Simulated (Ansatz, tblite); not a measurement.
# The cluster Si3Te6: a ladder of methods and basis sets

One table from this session's results is given with a row withheld; the runs are named, their logs left out.

Program: Ansatz 0.2.0, Gaussian basis. Level of theory: as each input shows. These are calculated values, not measurements.

Levels to be run: GFN1-xTB, GFN2-xTB, PBE-D4/def2-TZVP, r2SCAN-D4/def2-TZVP, BHLYP-D4/def2-TZVP, HF/def2-TZVP, PBE-D4/def2-SVP, PBE0-D4/def2-SVP, MP2/def2-SVP.

6 further runs of the same task are left out: 3 that didn't finish, 3 set aside as unsound or not needed. Runs told in other sessions of the task aren't counted.

## The structure

The singlet was relaxed beforehand with PBE-D4/def2-SVP. At that level it is the lowest of the isomers that a small search found.

9 atoms, charge 0, spin multiplicity 1.

Bond lengths: Si1–Te4 2.510 Å, Si1–Te5 2.331 Å, Si1–Te6 2.519 Å, Si2–Te6 2.735 Å, Si2–Te8 2.794 Å, Si2–Te9 2.614 Å, Si3–Te4 2.529 Å, Si3–Te7 2.486 Å, Si3–Te8 2.547 Å, Si3–Te9 2.501 Å, Te6–Te8 3.202 Å, Te7–Te8 2.973 Å. Angles: Te4–Si1–Te5 118.2°, Te4–Si1–Te6 121.1°, Te5–Si1–Te6 120.7°, Te6–Si2–Te8 70.8°, Te6–Si2–Te9 107.7°, Te8–Si2–Te9 96.2°, Te4–Si3–Te7 124.7°, Te4–Si3–Te8 108.7°, Te4–Si3–Te9 113.0°, Te7–Si3–Te8 72.4°, Te7–Si3–Te9 119.7°, Te8–Si3–Te9 105.9°, Si1–Te4–Si3 94.5°, Si1–Te6–Si2 112.9°, Si1–Te6–Te8 90.9°, Si2–Te6–Te8 55.5°, Si3–Te7–Te8 54.8°, Si2–Te8–Si3 76.3° and more.

Te takes a core potential in the def2 sets. No spin-orbit coupling is included.

PBE0-D4/def2-TZVP was run before; its log isn't repeated, and its numbers join the tables.

The first run:

Tight binding, by tblite at 300 K electronic temperature and without a spin-polarisation term:

```python
tblite.interface.Calculator('GFN1-xTB', numbers, positions, charge=0, uhf=0).singlepoint()
```

Tight binding, by tblite at 300 K electronic temperature and without a spin-polarisation term:

```python
tblite.interface.Calculator('GFN2-xTB', numbers, positions, charge=0, uhf=0).singlepoint()
```

start.molden holds the orbitals of an earlier run on this state, given as this run's starting guess.

in.yaml

```yaml
crystal:
  periodic: [false, false, false]
  atoms:
    - {symbol: Si, position_ang: [-1.451371, -1.580337, -0.760966]}
    - {symbol: Si, position_ang: [0.971538, 0.037367, 2.511733]}
    - {symbol: Si, position_ang: [1.156204, 1.040960, -0.630604]}
    - {symbol: Te, position_ang: [-0.140799, -0.210471, -2.405373]}
    - {symbol: Te, position_ang: [-2.822387, -3.275329, -1.586397]}
    - {symbol: Te, position_ang: [-1.402461, -1.052877, 1.701910]}
    - {symbol: Te, position_ang: [1.436247, 3.509754, -0.560797]}
    - {symbol: Te, position_ang: [-0.483832, 1.953526, 1.091096]}
    - {symbol: Te, position_ang: [2.736862, -0.422584, 0.639408]}
basis:
  gaussian: {orbitals: def2-TZVP, initial_orbitals: start.molden}
hamiltonian: {xc: pbe, dispersion: d4}
scf: {omitted_lower_state_checks: [starts]}
output: {orbitals: {seedname: orbitals}}
```

On the command line:

```console
> ansatz run in.yaml --threads 4 --pin off --events-out ev --progress --plain --max-ram 6963MiB
```

Steps of the session up to this table: PBE-D4/def2-TZVP; r2SCAN-D4/def2-TZVP; BHLYP-D4/def2-TZVP; HF/def2-TZVP; PBE-D4/def2-SVP; PBE0-D4/def2-SVP; MP2/def2-SVP.

One table of the session follows, with a row left open; its other results are not shown here.

It belongs to the step «Binding energy». 

```
              level  binding an atom (eV)
        HF/def2-SVP                 1.210
       HF/def2-TZVP                     ?
    PBE-D4/def2-SVP                 2.960
   PBE-D4/def2-TZVP                 3.003
r2SCAN-D4/def2-TZVP                 2.799
   PBE0-D4/def2-SVP                 2.782
  PBE0-D4/def2-TZVP                 2.844
 BHLYP-D4/def2-TZVP                 2.582
       MP2/def2-SVP                 2.423
```

**Question.** Estimate the row for HF/def2-TZVP.

**Answer.** binding an atom (eV): 1.288. In the column «binding an atom (eV)» it lies between HF/def2-SVP (1.210) and MP2/def2-SVP (2.423).

Caveats from the session: Free atoms were run apart at each level; binding is atoms less cluster, divided by the number of atoms, without zero-point or spin-orbit terms.
